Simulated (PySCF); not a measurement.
# BeAs: bond curves at several levels of theory

The task here is to estimate one member of a computed series from the others.

Method: Be 6-31G(d,p), As 6-31G(d,p), no relativity; program: PySCF 2.14.0.

Set-up of the first run:

The job is set up so:

| Quantity | Value |
| --- | --- |
| atoms | Be, As |
| charge | 0 |
| basis | Be 6-31G(d,p), As 6-31G(d,p) |
| Hamiltonian | no relativity |
| basis functions | 46 |
| electrons treated | 37 |
| masses in u | 9.0122, 74.9216 |
| levels | PBE0, PBE, r²SCAN, r²SCAN0, PBEsol, M06, CAM-B3LYP, HF, MP2, SCS-MP2, CCSD, CCSD(T) |
| grid | 80 radial by 434 angular points |
| occupations | held fixed by the projection of orbital angular momentum |
| dissociation limit | Be + As, each in its ground configuration |
| starting distance in angstrom | 2.135 |
| values of 2S to try | 1, 3 |

On the command line:

```sh
> OMP_NUM_THREADS=1 python dia.py task.json out
```

Steps of the session up to this table: Set-up; The PBE0 curve of the state that the search chose; Excited determinants; PBE; r²SCAN (meta-GGA); r²SCAN0 (hybrid meta-GGA); PBEsol (GGA); M06 (hybrid meta-GGA); CAM-B3LYP (range-separated hybrid); UHF (mean field); MP2 and coupled cluster.

One table of the session follows, with a row left open; its other results are not shown here.

Energy (eV) from each level's lowest point:

| R (Å) | UHF | UHF-MP2 | UHF-SCS-MP2 | UHF-CCSD | UHF-CCSD(T) |
| --- | --- | --- | --- | --- | --- |
| 1.883 | 0.649 | 0.587 | 0.621 | n/a | n/a |
| 1.970 | 0.294 | 0.254 | 0.279 | 0.284 | 0.287 |
| 2.058 | 0.096 | 0.074 | 0.089 | 0.094 | 0.096 |
| 2.123 | 0.023 | 0.013 | 0.021 | 0.024 | 0.025 |
| 2.189 | 0.000 | 0.000 | 0.000 | 0.000 | 0.000 |
| 2.255 | ? | ? | ? | ? | ? |
| 2.342 | 0.076 | 0.095 | 0.078 | 0.063 | 0.061 |
| 2.452 | 0.195 | 0.228 | 0.200 | 0.163 | 0.160 |
| 2.583 | 0.360 | 0.417 | 0.377 | 0.298 | 0.297 |
| 2.758 | 0.554 | 0.663 | 0.610 | n/a | n/a |

Q: Estimate the row for R (Å) = 2.255 from the others.

Worked estimate for «UHF». A straight line through the neighbours (2.189, 0.000) and (2.342, 0.076) gives 0.000 + (0.076 − 0.000) × (2.255 − 2.189) / (2.342 − 2.189) = 0.033; a parabola fitted to 4 rows on both sides gives 0.019.

The run gave: UHF: 0.014; UHF-MP2: 0.023; UHF-SCS-MP2: 0.016; UHF-CCSD: 0.011; UHF-CCSD(T): 0.010. In «UHF» the line misses by +0.019 and the parabola by +0.005.
